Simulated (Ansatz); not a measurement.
the Ta-Re system, a small convex hull

Computed with the Ansatz DFT code, driven from Python.

`tare_tare_cmmm.vasp`
```text
TaRe
1.0
   1.59633279   -2.28931585    0.00000000
   1.59633279    2.28931585    0.00000000
   0.00000000    0.00000000    4.44409339
Ta Re
1 1
Direct
   0.50000000    0.50000000    0.50000000
   0.00000000    0.00000000    0.00000000
```

The script reads `tare_ta3re_fm_3m.cif`:
```cif
data_Ta3Re
_cell_length_a 4.578541
_cell_length_b 4.578541
_cell_length_c 4.578541
_cell_angle_alpha 60.00000
_cell_angle_beta 60.00000
_cell_angle_gamma 60.00000
_symmetry_space_group_name_H-M 'P 1'
_symmetry_Int_Tables_number 1
loop_
_symmetry_equiv_pos_as_xyz
'x, y, z'
loop_
_atom_site_label
_atom_site_type_symbol
_atom_site_fract_x
_atom_site_fract_y
_atom_site_fract_z
Ta1 Ta    0.250000    0.250000    0.250000
Ta2 Ta    0.750000    0.750000    0.750000
Ta3 Ta    0.500000    0.500000    0.500000
Re4 Re    0.000000    0.000000    0.000000
```

The script reads `tare_ta.cif`:
```cif
data_Ta
_cell_length_a 2.860101
_cell_length_b 2.860101
_cell_length_c 2.860101
_cell_angle_alpha 109.47122
_cell_angle_beta 109.47122
_cell_angle_gamma 109.47122
_symmetry_space_group_name_H-M 'P 1'
_symmetry_Int_Tables_number 1
loop_
_symmetry_equiv_pos_as_xyz
'x, y, z'
loop_
_atom_site_label
_atom_site_type_symbol
_atom_site_fract_x
_atom_site_fract_y
_atom_site_fract_z
Ta1 Ta    0.000000    0.000000    0.000000
```

`tare_re.vasp`
```text
Re
1.0
   2.76080000    0.00000000    0.00000000
  -1.38040000    2.39092293    0.00000000
   0.00000000    0.00000000    4.45820000
Re
2
Direct
   0.33333333    0.66666667    0.25000000
   0.66666667    0.33333333    0.75000000
```

Notebook, run cell by cell (the value of a cell's last expression is shown):

In [1]:
```python
from collections import Counter
import warnings

import ansatz as az
from ase.io import read
import numpy as np
```

In [2]:
```python
def compute(name, crystal):
    calc = (
        crystal.calculation()
        .functional(az.Functional.R2SCAN)
        .basis(550)
        .kpoints(spacing=0.33)
        .occupations("fermi_dirac", width=0.1)
    )
    calc = calc.relax(force_tolerance=0.01, fix_cell=["shape"])
    return calc.run(threads=1, pin="off")
```

In [3]:
```python
def counts(outcome):
    return Counter(site.symbol for site in outcome.lattice.sites)
```

In [4]:
```python
def formation_energy(outcome, mu):
    n = counts(outcome)
    return (outcome.report["energy_sigma0_ev"] - sum(k * mu[element] for element, k in n.items())) / sum(n.values())
```

In [5]:
```python
warnings.simplefilter("ignore", az.DeckWarning)
```

In [6]:
```python
phases = {}
atoms = read("tare_tare_cmmm.vasp", format="vasp")
tare_cmmm = az.Crystal.from_ase(atoms)
phases["TaRe Cmmm"] = tare_cmmm
atoms = read("tare_ta3re_fm_3m.cif")
ta3re_fm_3m = az.Crystal.from_ase(atoms)
phases["Ta3Re Fm-3m"] = ta3re_fm_3m
atoms = read("tare_ta.cif")
ta = az.Crystal.from_ase(atoms)
phases["Ta"] = ta
atoms = read("tare_re.vasp", format="vasp")
re = az.Crystal.from_ase(atoms)
phases["Re"] = re
```

In [7]:
```python
done = {}
for name, crystal in phases.items():
    done[name] = compute(name, crystal)
    print(f"{name}: {done[name].report['energy_sigma0_ev']:.4f} eV, {len(done[name].lattice.sites)} atoms")

references = {"Ta": "Ta", "Re": "Re"}
mu = {element: done[name].report["energy_sigma0_ev"] / len(done[name].lattice.sites) for element, name in references.items()}
points = sorted((counts(o)["Re"] / len(o.lattice.sites), formation_energy(o, mu), name) for name, o in done.items())
```
```text
TaRe Cmmm: -20825.6571 eV, 2 atoms
Ta3Re Fm-3m: -40714.8000 eV, 4 atoms
Ta: -9944.3071 eV, 1 atoms
Re: -21761.6311 eV, 2 atoms
```

In [8]:
```python
hull = []
for x, e, _ in points:
    while len(hull) > 1 and (hull[-1][0] - hull[-2][0]) * (e - hull[-2][1]) - (hull[-1][1] - hull[-2][1]) * (x - hull[-2][0]) <= 0:
        hull.pop()
    hull.append((x, e))
rows = [(name, x, e, e - np.interp(x, *zip(*hull))) for x, e, name in points]
print("     phase       x(Re)  E_form (eV/atom)  above hull (eV/atom)")
for row in rows:
    print(f"{str(row[0]):>10}  {row[1]:10.3f}  {row[2]:16.4f}  {row[3]:20.4f}")
print("on the hull of these phases:", ", ".join(row[0] for row in rows if row[3] < 1e-6))
```
```text
     phase       x(Re)  E_form (eV/atom)  above hull (eV/atom)
        Ta       0.000            0.0000                0.0000
Ta3Re Fm-3m       0.250           -0.2658                0.0000
 TaRe Cmmm       0.500           -0.2672                0.0000
        Re       1.000            0.0000                0.0000
on the hull of these phases: Ta, Ta3Re Fm-3m, TaRe Cmmm, Re
```

What to keep in mind:
- Absolute energies stand on the zero of these potentials, so only differences at equal settings mean something.
- For the metals among these phases the mesh is modest: differences between phases can be off by up to 40 meV an atom.
- Atoms and volume are relaxed with the cell's shape held, which in cells of lower than cubic symmetry can hide stresses and shift volumes.
- Spin-orbit coupling, which matters for elements this heavy, is left out.
- The cells come from databases of deposited and of computed structures, and not all need be stable phases.
- Differences under about 40 meV an atom lie within the error of mesh and functional, so such verdicts may flip; only the cells listed enter the hull.
- Hardware and time: 60 s on 1 thread of Arm Neoverse V1, on a shared host, peak memory 0.73 GiB.

(Lines on the test bed's own set-up are left out of the output.)
